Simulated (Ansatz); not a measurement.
# KTe2Ir: the cost of one run

Computed with Ansatz 0.2.0 (DFT PBE, scalar-relativistic, plane waves, PAW, unless a step's input says otherwise).

## 1. The structure to begin with

It takes space group R-3m (No. 166, trigonal). Conventional cell: a = 6.395 Å, b = 6.395 Å, c = 11.578 Å, α = 90.00°, β = 90.00°, γ = 120.00°. Around K (site symmetry -3m) lie 2 Te at 2.69 Å. Te (site symmetry 3m) has 1 K at 2.69 Å and 1 Ir at 3.10 Å as nearest neighbours. Ir (site symmetry -3m) has 2 Te at 3.10 Å as nearest neighbours.

Coordinates:

```cif
data_structure
_symmetry_space_group_name_H-M 'R-3m:H'
_symmetry_Int_Tables_number 166
_cell_length_a 6.3952
_cell_length_b 6.3952
_cell_length_c 11.5777
_cell_angle_alpha 90.000
_cell_angle_beta 90.000
_cell_angle_gamma 120.000
_cell_volume 410.07
loop_
_atom_site_label
_atom_site_type_symbol
_atom_site_symmetry_multiplicity
_atom_site_Wyckoff_symbol
_atom_site_fract_x
_atom_site_fract_y
_atom_site_fract_z
_atom_site_occupancy
K1 K 3 b 0.33333 0.66667 0.16667 1
Te1 Te 6 c 0.33333 0.66667 0.93440 1
Ir1 Ir 3 a 0.00000 0.00000 0.00000 1
```

A structure generator made this guess: random cell by space group and Wyckoff sites (R-3m, No. 166). Its size is a rough estimate.

## 2. Probe: one point on a coarse mesh

The input, input.yaml:

```yaml
crystal:
  lattice:
    - [3.19757826, 1.84612267, 3.85922099]
    - [-3.19757826, 1.84612267, 3.85922099]
    - [0.0, -3.69224534, 3.85922099]
  atoms:
    - { symbol: K, position: [0.5, 0.5, 0.5] }
    - { symbol: Te, position: [0.26773438, 0.26773438, 0.26773438] }
    - { symbol: Te, position: [0.73226562, 0.73226562, 0.73226562] }
    - { symbol: Ir, position: [0.0, 0.0, 0.0] }
basis:
  ecutwfc: 420
kpoints:
  mp_grid: { grid: [3, 3, 3] }
hamiltonian:
  xc: pbe
scf:
  occupations: { method: gaussian, width: 0.1 }
  lower_state_search: "off"
output:
  forces: true
  stress: true
  eigenvalues: true
```

Started as:

```sh
$ ansatz run input.yaml --threads 1 --pin off --max-ram 2560MiB --backend cpu --events-out ev --progress --plain --runs-dir out
```

What time and memory should one allow on 1 thread of Arm Neoverse N1, shared host?

About 4 s, with a peak of 0.36 GiB.
